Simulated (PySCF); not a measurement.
# SnH4 (SMILES [SnH4]) at CCSD(T)/def2-SVPD (core potential)

What is the vertical singlet–triplet gap of SnH4 at CCSD(T)/def2-SVPD (core potential)? The job is set up through a Python script.

Program for the calculation: PySCF 2.14.0.

6 further runs of the same task are left out: 6 set aside as unsound or not needed.

## 1. Starting point

SnH4: 5 atoms, total charge 0, spin state singlet. As SMILES, `[SnH4]`. Geometry: relaxed at PBE0-D4/def2-TZVP.

Bond lengths: Sn1–H2 1.704 Å, Sn1–H3 1.704 Å, Sn1–H4 1.704 Å, Sn1–H5 1.704 Å. Angles: H2–Sn1–H3 109.5°, H2–Sn1–H4 109.5°, H2–Sn1–H5 109.5°, H3–Sn1–H4 109.5°, H3–Sn1–H5 109.5°, H4–Sn1–H5 109.5°.

## 2. A single-point energy at CCSD(T)/def2-SVPD (core potential)

File mol.xyz:

```xyz
5

Sn     0.000030     0.000010     0.000040
H      0.823920    -0.853480     1.222940
H     -1.563610     0.403420     0.543140
H     -0.116810    -0.974610    -1.392490
H      0.856470     1.424640    -0.373640
```

File job.py:

```python
from pyscf import gto, scf, cc

mol = gto.M(
    atom='mol.xyz',
    basis='def2-svpd',
    max_memory=1860,
    ecp={'Sn': 'def2-svp'},
    spin=0,
    verbose=3,
)

calc0 = scf.RHF(mol)
calc0.conv_tol = 1e-10
calc0.kernel()
if not calc0.converged:
    calc0 = calc0.newton().run(calc0.mo_coeff, calc0.mo_occ)

mycc = cc.CCSD(calc0, frozen=4)
mycc.kernel()
e_t = mycc.ccsd_t()
e_final = mycc.e_tot + e_t
print('E = %.10f Eh' % e_final)
```

Started as:

```bash
OMP_NUM_THREADS=1 python job.py
```

Log:

```text
converged SCF energy = -215.633361779368
E(CCSD) = -215.8037777318565  E_corr = -0.1704159524882291
CCSD(T) correction = -0.00380821379355485
E = -215.8075859457 Eh
```

It took 5.4 s on 1 thread of Arm Neoverse V2, shared host; peak memory 0.22 GiB.

## 3. The triplet, same level

File input.py:

```python
from pyscf import gto, scf, cc

mol = gto.Mole()
mol.atom = [
    ('Sn', (0.000030, 0.000010, 0.000040)),
    ('H', (0.823920, -0.853480, 1.222940)),
    ('H', (-1.563610, 0.403420, 0.543140)),
    ('H', (-0.116810, -0.974610, -1.392490)),
    ('H', (0.856470, 1.424640, -0.373640)),
]
mol.charge = 0
mol.ecp = {'Sn': 'def2-svp'}
mol.basis = 'def2-svpd'
mol.verbose = 4
mol.max_memory = 1860
mol.spin = 2
mol.build()

mf = scf.UHF(mol)
mf.conv_tol = 1e-10
mf.kernel()
if not mf.converged:
    mf = mf.newton().run(mf.mo_coeff, mf.mo_occ)

mycc = cc.CCSD(mf, frozen=4)
mycc.kernel()
e_t = mycc.ccsd_t()
energy = mycc.e_tot + e_t
print('E = %.10f Eh' % energy)
```

Started as:

```bash
OMP_NUM_THREADS=1 python input.py
```

Log:

```text
PySCF version 2.14.0

[INPUT] num. atoms = 5
[INPUT] num. electrons = 26
[INPUT] charge = 0
[INPUT] spin (= nelec alpha-beta = 2S) = 2
[INPUT] symmetry False subgroup None
[INPUT] Mole.unit = angstrom
[INPUT] Symbol           X                Y                Z      unit          X                Y                Z       unit  Magmom
[INPUT]  1 Sn     0.000030000000   0.000010000000   0.000040000000 AA    0.000056691784   0.000018897261   0.000075589045 Bohr   0.0
[INPUT]  2 H      0.823920000000  -0.853480000000   1.222940000000 AA    1.556983148552  -1.612843452794   2.311021666776 Bohr   0.0
[INPUT]  3 H     -1.563610000000   0.403420000000   0.543140000000 AA   -2.954794665631   0.762353313172   1.026385847296 Bohr   0.0
[INPUT]  4 H     -0.116810000000  -0.974610000000  -1.392490000000 AA   -0.220738908610  -1.841745978262  -2.631424731196 Bohr   0.0
[INPUT]  5 H      0.856470000000   1.424640000000  -0.373640000000 AA    1.618493733906   2.692179426100  -0.706077269182 Bohr   0.0

nuclear repulsion = 28.4739699786262
number of shells = 28
number of NR pGTOs = 107
number of NR cGTOs = 64
basis = def2-svpd
ecp = {'Sn': 'def2-svp'}

[... 19 lines left out ...]
WARN: beta  nocc = 12  HOMO -0.910854617431403 >= LUMO -0.910794690436534
[... 19 lines left out ...]
WARN: HOMO -0.121853879521478 >= LUMO -0.191049662210877
[... 23 lines left out ...]
WARN: HOMO -0.121757937338097 >= LUMO -0.186609401713069
[... 23 lines left out ...]
WARN: HOMO -0.12076024725266 >= LUMO -0.189946162521029
[... 23 lines left out ...]
WARN: HOMO -0.120762449925194 >= LUMO -0.189997933327863
[... 23 lines left out ...]
WARN: HOMO -0.120757139619461 >= LUMO -0.190020325081741
[... 23 lines left out ...]
WARN: HOMO -0.120757052128581 >= LUMO -0.190017781682027
[... 23 lines left out ...]
WARN: HOMO -0.120757195928653 >= LUMO -0.190017506980474
[... 23 lines left out ...]
WARN: HOMO -0.120747963276983 >= LUMO -0.190032320867108
[... 23 lines left out ...]
WARN: HOMO -0.12075441646421 >= LUMO -0.190026536903647
[... 23 lines left out ...]
WARN: HOMO -0.120752510788567 >= LUMO -0.190028812212224
[... 51 lines left out ...]
UCCSD converged
[... 2 lines left out ...]
E = -215.5244282166 Eh
```

It took 44 s on 1 thread of Arm Neoverse V2, shared host; peak memory 0.68 GiB.

## 4. What came out

At CCSD(T)/def2-SVPD (core potential), 4 core orbitals frozen:

```
                                                           quantity          value
                                              singlet: total energy  -215.80759 Eh
                      singlet: dipole moment (Hartree–Fock density)         0.00 D
                       singlet: HOMO energy (Hartree–Fock orbitals)      -12.16 eV
                       singlet: LUMO energy (Hartree–Fock orbitals)        1.72 eV
                     singlet: HOMO–LUMO gap (Hartree–Fock orbitals)       13.88 eV
               singlet: correlation energy (4 core orbitals frozen)     -174.2 mEh
                                            singlet: (T) correction      -3.81 mEh
                                             singlet: T1 diagnostic          0.008
                                              triplet: total energy  -215.52443 Eh
                      triplet: dipole moment (Hartree–Fock density)         0.00 D
triplet: HOMO energy (Hartree–Fock orbitals) (highest over α and β)       -3.29 eV
               triplet: correlation energy (4 core orbitals frozen)     -197.7 mEh
                                            triplet: (T) correction     -11.00 mEh
                         triplet: ⟨S²⟩ of the reference determinant          2.092
                                             triplet: T1 diagnostic          0.028
                   vertical energy of the triplet above the singlet       7.705 eV
```

At this shape the triplet lies 7.71 eV (178 kcal/mol) above the singlet. Mulliken charges (singlet) of the mean-field density run from -0.15 on H2 to +0.60 on Sn1; in a basis this large or diffuse they mean little. The triples (singlet) make up 2.2 % of the correlation energy. Mulliken charges (triplet) of the mean-field density run from -0.05 on H5 to +0.20 on Sn1; in a basis this large or diffuse they mean little. The triples (triplet) make up 5.6 % of the correlation energy.
